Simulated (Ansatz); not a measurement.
# ZrC (triplet): from Hartree-Fock to the top rungs, def2-QZVPP

The task here is to estimate one member of a computed series from the others.

Computed with Ansatz 0.2.0, Gaussian basis. Level: def2-QZVPP, core rule «outside noble gas», up to 5 orbitals frozen.

Plan: UHF; ROHF; CCSD(T) on UHF.

2 further runs of the same task are left out: 2 set aside as unsound or not needed.

## The geometry

The geometry is a PBE0/def2-TZVP stationary point (not a proven minimum) of the parent state, kept for this charge and spin. No spin-orbit coupling is included. Elements past krypton take def2 core potentials.

2 atoms, charge 0, spin multiplicity 3.

Atoms are counted from 1 here; the program's logs count them from 0.

Bond lengths: Zr1–C2 1.711 Å.

The first run:

in.yaml

```yaml
crystal:
  periodic: [false, false, false]
  atoms:
    - {symbol: Zr, position_ang: [0.000000, 0.000000, 0.000000]}
    - {symbol: C, position_ang: [0.000000, 0.000000, 1.711236]}
basis:
  gaussian: {orbitals: "def2-QZVPP.json"}
magnetization: {spin_polarized: true, initial_magnetization: 2}
hamiltonian: {xc: hf}
output: {orbitals: {seedname: orbitals}}
```

Run with:

```bash
$ ansatz run in.yaml --threads 1 --pin off --events-out ev --progress --plain --max-ram 4096MiB --backend cpu
```

Steps of the session up to this table: UHF; ROHF; CCSD(T) on UHF.

One table of the session follows, with a row left open; its other results are not shown here.

It belongs to the step «Misses and costs». 

| method | from UCCSD(T) (meV) |
| --- | --- |
| ROHF | +7277.7 |
| UHF | +7071.2 |
| UMP2 | +365.7 |
| UCCSD | ? |
| UCCSD(T) | 0 |

Q: Estimate the row for UCCSD from the others.

As computed: from UCCSD(T) (meV): +498.9. In the column «from UCCSD(T) (meV)» it lies between UMP2 (+365.7) and UHF (+7071.2).
